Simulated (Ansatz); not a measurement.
**ZrNH2 (quartet): from Hartree-Fock to the top rungs at a displaced geometry (v2), def2-SVP**

One table from this session's results is given with a row withheld; the runs are named, their logs left out.

Method: def2-SVP, core rule «outside noble gas», up to 5 orbitals frozen; program: Ansatz 0.2.0, Gaussian basis.

Plan: UHF; CCSD(T) on ROHF; CCSD(T) on UHF; CISD as a restricted active space (open shells left free, so some higher excitations enter); CCSDT(Q) on ROHF; CCSDT(Q) on UHF.

27 further runs of the same task are left out: 10 for a known fault of the program, 9 that didn't finish, 8 set aside as unsound or not needed. Runs told in other sessions of the task aren't counted.

## The system

The geometry is a PBE0/def2-TZVP stationary point (not a proven minimum) with its atoms shifted at random (size 0.100 Å). No spin-orbit coupling is included. Elements past krypton take def2 core potentials.

4 atoms, charge 0, spin multiplicity 4.

Atoms are counted from 1 here; the program's logs count them from 0.

Bond lengths: Zr1–N2 2.013 Å, N2–H3 1.044 Å, N2–H4 0.942 Å. Angles: Zr1–N2–H3 124.5°, Zr1–N2–H4 127.6°, H3–N2–H4 106.5°.

Set-up of the first run:

The input, in.yaml:

```yaml
crystal:
  periodic: [false, false, false]
  atoms:
    - {symbol: Zr, position_ang: [0.021044, -0.000122, 0.310950]}
    - {symbol: N, position_ang: [-0.127232, 0.008252, -1.696240]}
    - {symbol: H, position_ang: [-0.109817, -0.846776, -2.294641]}
    - {symbol: H, position_ang: [-0.026708, 0.743162, -2.276427]}
basis:
  gaussian: {orbitals: def2-SVP}
magnetization: {spin_polarized: true, initial_magnetization: 3}
hamiltonian: {xc: hf}
output: {orbitals: {seedname: orbitals}}
```

On the command line:

```sh
ansatz run in.yaml --threads 1 --pin off --events-out ev --progress --plain --max-ram 2393MiB
```

Steps of the session up to this table: UHF; CCSD(T) on ROHF; CCSD(T) on UHF; CISD as a restricted active space (open shells left free, so some higher excitations enter); CCSDT(Q) on ROHF; CCSDT(Q) on UHF.

One of the session's tables, all rows but one given; the rest of the session is left out.

| method | from RCCSDT(Q) (meV) |
| --- | --- |
| ROHF | +6565.2 |
| UHF | +6461.1 |
| RMP2 | +672.1 |
| UMP2 | +585.9 |
| RCCSD | +236.2 |
| UCCSD | +161.4 |
| RCCSD(T) | +35.1 |
| UCCSD(T) | -38.1 |
| RCCSDT | +14.6 |
| UCCSDT | ? |
| RCCSDT(Q) | 0 |
| UCCSDT(Q) | -73.0 |

**Question.** Estimate the row for UCCSDT.

The run gave: from RCCSDT(Q) (meV): -55.9. In the column «from RCCSDT(Q) (meV)» it lies between UCCSDT(Q) (-73.0) and UCCSD(T) (-38.1).

Not comparable, so not listed: CISD as a restricted active space (open shells left free, so some higher excitations enter) (they don't share determinant, frozen orbitals or solution with the rows shown, or repeat one).

Caveats from the session: Restricted and unrestricted rows rest on different reference determinants; a gap between their highest levels can come from leftover correlation error, from unlike frozen cores or from another state.
